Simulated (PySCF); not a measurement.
GeSe (Germanium monoselenide), in a box:

```
Ge Se
1.0
     9.00000    0.00000    0.00000
     0.00000    9.00000    0.00000
     0.00000    0.00000   12.00000
Ge Se
1 1
Cartesian
  4.5130 4.5210 4.9667
  4.5130 4.5210 7.1013
```

Base run:

| Item | Value |
| --- | --- |
| Program | PySCF 2.14.0 |
| Functional | PBE50 |
| Potentials or basis | 6-31g* (all-electron) |
| k mesh | 1 × 1 × 1 |
| Occupations | fixed |
| Spin | no spin polarisation |

Its results: gap between the frontier levels 6.91 eV.

Task: The run is repeated on the same cell with these changes: functional from PBE50 to PBE. What comes out?

Result: Gap between the frontier levels 3.46 eV.

PBE50 gives the wider gap, since exact exchange removes part of the self-interaction.

Caveats: this is a molecule in a periodic box at the Γ point, so its band gap is the HOMO-LUMO gap; relativity is left out, which matters for the heavier elements; the basis of atomic orbitals isn't converged, which shifts pressures, moduli and gaps.

